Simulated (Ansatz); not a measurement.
# Cd2SO: a single-point run

The task is a single-point run on Cd2SO. The structure is shown as the input types it. The cell is built on a prototype (ordering on rocksalt) and needn't be the phase found in nature.

Method: density functional or hybrid calculation with the settings of its input, plane waves (as first typed), in Ansatz 0.2.0.

2 further runs of the same task are left out: 2 that didn't finish.

## (1) The starting structure

It takes space group P4/mmm (No. 123, tetragonal). The conventional cell has a = 3.651 Å, b = 3.651 Å, c = 5.033 Å, α = 90.00°, β = 90.00°, γ = 90.00°. O (site symmetry 4/mmm) is surrounded by 6 Cd at 2.52 to 2.58 Å. Cd (site symmetry 4/mmm) has 2 O at 2.52 Å and 4 S at 2.58 Å as nearest neighbours. Around S (site symmetry 4/mmm) lie 6 Cd at 2.52 to 2.58 Å. Cd (site symmetry 4/mmm) has 2 S at 2.52 Å and 4 O at 2.58 Å as nearest neighbours.

As a file:

```
O Cd S
1.0
     3.65083    0.00000    0.00000
     0.00000    3.65083    0.00000
     0.00000    0.00000    5.03288
O Cd S
1 2 1
Cartesian
  0.0000 0.0000 0.0000
  0.0000 0.0000 2.5164
  1.8254 1.8254 0.0000
  1.8254 1.8254 2.5164
```

## (2) Running it

Input file input.yaml:

```yaml
crystal:
  lattice:
    - [3.6508323041, 0.0, 0.0]
    - [0.0, 3.6508323041, 0.0]
    - [0.0, 0.0, 5.0328770231]
  atoms:
    - { symbol: O, position: [0.0, 0.0, 0.0] }
    - { symbol: Cd, position: [0.0, 0.0, 0.5] }
    - { symbol: S, position: [0.5, 0.5, 0.5] }
    - { symbol: Cd, position: [0.5, 0.5, 0.0] }
kpoints:
  mp_grid: { grid: [4, 4, 2] }
hamiltonian:
  xc: hse06
scf:
  occupations: { method: gaussian, width: 4 }
  n_extra_bands: 5
output:
  forces: true
  stress: true
  eigenvalues: true
```

Command:

```bash
ansatz run input.yaml --threads 4 --pin off --max-ram 3686MiB --backend cpu --events-out ev --progress --plain --runs-dir out
```

What happens when this is run?

The first SCF converged in 11 cycles; a further one, begun by the search for a lower state, ran out of the shared limit after 2. The density residual dr2 stood at 7.1e-10 eV (threshold 0.002). The test that failed last is that of the little group invariance, at 0.00764. This residual alone is not the whole test: the loop closes only when its other checks (energy change, further residuals) pass in the same cycle. Its numbers are not properties of the system.

Look at the input: scf.occupations.method is gaussian; scf.occupations.width is 4. The width is far wider than usual, so occupations near the Fermi level are blurred and the entropy term grows.

The cure: set scf.occupations.method to fermi_dirac and scf.occupations.width to 0.02.
